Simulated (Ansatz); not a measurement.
Runs of Ansatz 0.2.0 on Cu3O2. The structure is tetragonal, space group I4/mmm (No. 139). The conventional cell has a = 4.046 Å, b = 4.046 Å, c = 7.347 Å, α = 90.00°, β = 90.00°, γ = 90.00°. Cu (site symmetry 4/mmm) has 4 O at 2.02 Å as nearest neighbours. Cu (site symmetry -4m2) is surrounded by 2 O at 1.84 Å. O (site symmetry mmm) has 4 Cu at 1.84 to 2.02 Å as nearest neighbours. The cell comes from a database or a generator and needn't be the stable form of this composition.

| task | level | U | cell | k mesh | hubbard projectors | double counting | mesh quality | gap on the mesh (eV) | pressure (GPa) | relaxed volume (Å³/atom) |
| --- | --- | --- | --- | --- | --- | --- | --- | --- | --- | --- |
| single point | PBE0 | - | as given | 6 × 6 × 6 | - | - | coarse | none | - | - |
| relaxation of cell and atoms | BLYP | - | relaxed | 9 × 9 × 9 | - | - | not flagged | none | 0.0 | 12.90 |
| relaxation of cell and atoms | revPBE | - | relaxed | 9 × 9 × 9 | - | - | not flagged | none | 0.0 | (a) |
| projected density of states | PBE+U | Cu d U = 1 eV | as given | 9 × 9 × 9 | ortho-atomic (the default) | fll (the default) | not flagged | none | 1.2 | - |
| relaxation of cell and atoms | LDA | - | relaxed | 9 × 9 × 9 | - | - | not flagged | none | 0.0 | 10.98 |

Alike in all rows: potentials or basis Ansatz PAW; no spin polarisation; cutoff (eV) 420; smearing fermi-dirac 0.05 eV.

Estimate the missing entries.

(a) 12.53.

Caveats: some runs use coarse meshes; an odd number of electrons without spin polarisation forces a metal; a magnetic or distorted state may lie lower; the run has no spin polarisation, though such a crystal can be magnetic; the PAW data sets come from PBE, with cores solved anew for the run's functional, which leaves a small shift of forces and pressure (some runs); the plane-wave basis is chosen anew once the cell has moved, so the energies of steps on either side of that aren't comparable (some runs); semilocal functionals often make such compounds metallic where correlation or magnetic order opens a gap, which also shifts bond lengths (some runs); the potentials were made for another functional, which shifts forces and pressure (some runs).

A k mesh can miss the band edges.

A gap of «none» marks a metal or a gap under the smearing width.

Not every run made on this cell is shown here.
